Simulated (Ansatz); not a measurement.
**CH₇AlSeSi: basis-set convergence**

One table from this session's results is given with a row withheld; the runs are named, their logs left out.

Method: one geometry, several basis sets; program: Ansatz 0.2.0, Gaussian basis.

The runs, in order: PBE0-D4/def2-SVP; ωB97M-V/def2-SVP; PBE0-D4/def2-QZVPP; ωB97M-V/def2-QZVPP; the functionals' def2-TZVPP values are taken from earlier runs.

**The relaxed structure**

The geometry comes from an earlier relaxation with PBE0-D4 in a triple-zeta def2 set; it is a stationary point, not always the lowest conformer.

SMILES `[CH3][AlH][SiH2][SeH]`, 11 atoms, charge 0, spin multiplicity 1.

Atoms are counted from 1 here; the program's logs count them from 0.

Bond lengths: C1–Al2 1.951 Å, C1–H5 1.096 Å, C1–H6 1.095 Å, C1–H7 1.092 Å, Al2–Si3 2.461 Å, Al2–H8 1.591 Å, Si3–Se4 2.293 Å, Si3–H9 1.493 Å, Si3–H10 1.493 Å, Se4–H11 1.470 Å. Angles: Al2–C1–H5 109.8°, Al2–C1–H6 110.7°, Al2–C1–H7 113.7°, H5–C1–H6 106.3°, H5–C1–H7 107.7°, H6–C1–H7 108.2°, C1–Al2–Si3 121.4°, C1–Al2–H8 120.2°, Si3–Al2–H8 118.4°, Al2–Si3–Se4 106.7°, Al2–Si3–H9 112.5°, Al2–Si3–H10 112.5°, Se4–Si3–H9 109.6°, Se4–Si3–H10 109.6°, H9–Si3–H10 105.9°, Si3–Se4–H11 95.1°.

Set-up of the first run:

The input, in.yaml:

```yaml
crystal:
  periodic: [false, false, false]
  atoms:
    - {symbol: C, position_ang: [-0.745422, 2.259420, -0.259954]}
    - {symbol: Al, position_ang: [-0.512387, 0.395118, -0.785929]}
    - {symbol: Si, position_ang: [0.686191, -1.202429, 0.652202]}
    - {symbol: Se, position_ang: [0.634561, -3.225182, -0.426725]}
    - {symbol: H, position_ang: [-1.808594, 2.469035, -0.094450]}
    - {symbol: H, position_ang: [-0.420782, 2.931206, -1.061485]}
    - {symbol: H, position_ang: [-0.207380, 2.529155, 0.650994]}
    - {symbol: H, position_ang: [-1.110721, -0.128884, -2.163431]}
    - {symbol: H, position_ang: [0.061830, -1.337981, 2.001597]}
    - {symbol: H, position_ang: [2.103094, -0.800686, 0.896360]}
    - {symbol: H, position_ang: [1.385112, -3.945874, 0.611522]}
basis:
  gaussian: {orbitals: def2-SVP}
hamiltonian: {xc: pbe0, dispersion: d4}
output: {orbitals: {seedname: orbitals}}
```

Among the steps run: PBE0-D4 in def2-SVP; ωB97M-V in def2-SVP; PBE0-D4 in def2-QZVPP; ωB97M-V in def2-QZVPP.

One table of the session follows, with a row left open; its other results are not shown here.

It belongs to the step «Density functionals: the series». 

```
functional       basis  HOMO (eV)  LUMO (eV)
   PBE0-D4    def2-SVP      -6.70      -1.83
   PBE0-D4  def2-TZVPP      -6.85      -1.85
   PBE0-D4  def2-QZVPP      -6.87      -1.87
   ωB97M-V    def2-SVP          ?          ?
   ωB97M-V  def2-TZVPP      -9.00      -0.24
   ωB97M-V  def2-QZVPP      -9.02      -0.33
```

Q: Estimate the row for ωB97M-V, def2-SVP from the others.

The run gave: HOMO (eV): -8.83; LUMO (eV): -0.16. In the column «HOMO (eV)» it lies between ωB97M-V, def2-TZVPP (-9.00) and PBE0-D4, def2-QZVPP (-6.87).
